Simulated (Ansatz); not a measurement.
# CuO: the cost of one run

Method: DFT PBEsol+U (U_eff = 2 eV on Cu d), plane waves, PAW, in Ansatz 0.2.0.

1 further run of the same task is left out (it didn't finish).

## 1. The system as given

The structure is hexagonal, space group P6_3/mmc (No. 194). The conventional cell has a = 3.180 Å, b = 3.180 Å, c = 4.431 Å, α = 90.00°, β = 90.00°, γ = 120.00°. Around Cu (site symmetry -3m) lie 6 O at 2.14 Å and 2 Cu at 2.22 Å. Around O (site symmetry -6m2) lie 6 Cu at 2.14 Å.

Structure file:

```xyz
4
Lattice="3.1795 0.0000 0.0000 -1.5898 2.7536 0.0000 0.0000 0.0000 4.4315" Properties=species:S:1:pos:R:3 pbc="T T T"
Cu    0.0000    0.0000    0.0000
Cu    0.0000    0.0000    2.2157
O     0.0000    1.8357    1.1079
O     1.5898    0.9179    3.3236
```

An earlier series on this cell reached its lowest free state from «ferromagnetic start, free, natural orbitals of the symmetric run filled by rank», perhaps among other starts.

## 2. Ferrimagnetic site moments held

The input, input.yaml:

```yaml
crystal:
  lattice:
    - [3.1795331, 0.0, 0.0]
    - [-1.58976655, 2.75355644, 0.0]
    - [0.0, 0.0, 4.43149073]
  atoms:
    - { symbol: Cu, position: [0.0, 0.0, 0.0], spin: 0.35 }
    - { symbol: Cu, position: [0.0, 0.0, 0.5], spin: -0.18 }
    - { symbol: O, position: [0.3333333333, 0.6666666667, 0.25] }
    - { symbol: O, position: [0.6666666667, 0.3333333333, 0.75] }
basis:
  ecutwfc: 420
  ecutrho_ratio: 4
kpoints:
  mp_grid: { grid: [7, 7, 4] }
hamiltonian:
  xc: pbesol
  hubbard:
    sites: [{ site: 0, l: d, u_eff: 2.0 }, { site: 1, l: d, u_eff: 2.0 }]
scf:
  occupations: { method: gaussian, width: 0.05 }
  lower_state_search: "off"
  max_iter: 150
output:
  forces: true
  stress: true
  eigenvalues: true
  populations: true
  hubbard: { sites: [{ site: 0, l: d }, { site: 1, l: d }] }
magnetization:
  spin_polarized: true
  spin_locking: { lock_spins: true }
```

The lock stays on to the end, so the result is a constrained state.

The run is started by

```sh
$ ansatz run input.yaml --threads 2 --pin off --max-ram 3072MiB --backend cpu --events-out ev --progress --plain --runs-dir out
```

What time and memory should one allow on 2 threads of Arm Neoverse V1, shared host?

About 8.2 s, with a peak of 0.37 GiB.
